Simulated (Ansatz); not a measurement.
# Zr3Bi2Au: the cost of one run

Computed with Ansatz 0.2.0 (DFT PBE, scalar-relativistic, plane waves, PAW, unless a step's input says otherwise).

## Step 1: The system as given

Symmetry: P-6m2, No. 187, hexagonal system. Conventional cell: a = 3.456 Å, b = 3.456 Å, c = 15.226 Å, α = 90.00°, β = 90.00°, γ = 120.00°. Zr (site symmetry 3m) is surrounded by 9 Zr at 3.26 to 3.46 Å and 3 Bi at 3.32 Å. Zr (site symmetry -6m2) has 12 Zr at 3.26 to 3.46 Å in its first shell of neighbours. Bi (site symmetry 3m) is surrounded by 3 Au at 3.11 Å and 3 Zr at 3.32 Å and 6 Bi at 3.46 Å. Au (site symmetry -6m2) is surrounded by 6 Bi at 3.11 Å and 6 Au at 3.46 Å.

Structure file:

```cif
data_structure
_symmetry_space_group_name_H-M 'P 1'
_symmetry_Int_Tables_number 1
_cell_length_a 3.4560
_cell_length_b 3.4560
_cell_length_c 15.2259
_cell_angle_alpha 90.000
_cell_angle_beta 90.000
_cell_angle_gamma 120.000
_cell_volume 157.49
loop_
_atom_site_label
_atom_site_type_symbol
_atom_site_fract_x
_atom_site_fract_y
_atom_site_fract_z
_atom_site_occupancy
Zr1 Zr 0.00000 0.00000 0.83039 1
Zr2 Zr 0.33333 0.66667 0.00000 1
Zr3 Zr 0.00000 0.00000 0.16961 1
Bi1 Bi 0.66667 0.33333 0.34349 1
Bi2 Bi 0.66667 0.33333 0.65651 1
Au1 Au 0.00000 0.00000 0.50000 1
```

A structure generator made this guess: close-packed layers stacked ABACAC|A (P-6m2, No. 187). Lengths come from tabulated atomic sizes and are only a guess.

## Step 2: The guess as it stands, on a coarse mesh

The input, input.yaml:

```yaml
crystal:
  lattice:
    - [3.45602361, 0.0, 0.0]
    - [-1.72801181, 2.99300425, 0.0]
    - [0.0, 0.0, 15.22586295]
  atoms:
    - { symbol: Zr, position: [0.0, 0.0, 0.83039424] }
    - { symbol: Zr, position: [0.33333333, 0.66666667, 0.0] }
    - { symbol: Zr, position: [0.0, 0.0, 0.16960576] }
    - { symbol: Bi, position: [0.66666667, 0.33333333, 0.34349106] }
    - { symbol: Bi, position: [0.66666667, 0.33333333, 0.65650894] }
    - { symbol: Au, position: [0.0, 0.0, 0.5] }
basis:
  ecutwfc: 420
kpoints:
  mp_grid: { grid: [6, 6, 1] }
hamiltonian:
  xc: pbe
scf:
  occupations: { method: gaussian, width: 0.1 }
  lower_state_search: "off"
output:
  forces: true
  stress: true
  eigenvalues: true
```

Command:

```bash
$ ansatz run input.yaml --threads 1 --pin off --max-ram 2560MiB --backend cpu --events-out ev --progress --plain --runs-dir out
```

**Question.** How long does this run take on 1 thread of Intel Xeon at 2.50GHz (Skylake/Cascade Lake), shared host, and how much memory does it need?

About 9.6 s, with a peak of 0.42 GiB.
